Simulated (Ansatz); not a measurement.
Wanted: the native input for an Ansatz 0.2.0 run.

| Item | Value |
| --- | --- |
| Task | single point |
| Functional | PBE |
| Potentials or basis | Ansatz PAW |
| Cutoff | 420 eV (not typed: the program's choice for these potentials) |
| k mesh | 6 × 6 × 10 |
| Occupations | fermi-dirac, width 0.05 eV |
| Spin | no spin polarisation |

MoN2:

```
Mo N
1.0
     4.34805    0.00000    0.00000
     0.00000    4.34805    0.00000
     0.00000    0.00000    2.76746
Mo N
2 4
Direct
  0.00546 0.01441 0.98945
  0.50382 0.50326 0.99801
  0.61578 0.88571 0.49528
  0.38349 0.11590 0.49763
  0.10695 0.61302 0.50859
  0.87787 0.38940 0.48793
```

The cell comes from a database or a generator and needn't be the stable form of this composition.

The cell isn't the ideal one: atoms moved at random, drawn with an rms of 0.05 Å.

One way to write it, as run:

input.yaml

```yaml
crystal:
  lattice:
    - [4.348053, 0.0, 0.0]
    - [0.0, 4.348053, 0.0]
    - [0.0, 0.0, 2.76746]
  atoms:
    - { symbol: Mo, position: [0.005457, 0.014411, -0.010548] }
    - { symbol: Mo, position: [0.503817, 0.503259, -0.001991] }
    - { symbol: "N", position: [0.615779, 0.885711, 0.495283] }
    - { symbol: "N", position: [0.383486, 0.115904, 0.497628] }
    - { symbol: "N", position: [0.106955, 0.613024, 0.508594] }
    - { symbol: "N", position: [0.877868, 0.3894, 0.487929] }
hamiltonian:
  xc: pbe
  pseudopotentials: { kind: paw }
kpoints:
  mp_grid: { grid: [6, 6, 10] }
scf:
  occupations: { method: fermi_dirac, width: 0.05 }
output:
  forces: true
  stress: true
  eigenvalues: true
```

Potentials or basis: Ansatz PAW.

Command:

```console
$ ansatz run input.yaml --threads 2 --pin off --max-ram 5120MiB --backend cpu --events-out ev --progress --plain --runs-dir out
```

It gave:

```yaml
Pressure: -4.6 GPa
Largest_force: 1.429 eV/Å
Band_gap_on_the_k_mesh: none (metal or under the smearing width)
```

Caveat: the pressure holds a Pulay correction of +0.7 GPa for the finite cutoff.

Wall time 38 s on 2 threads of Intel(R) Xeon(R) Processor @ 2.50GHz (Skylake/Cascade Lake) (shared host), peak memory 0.55 GiB.
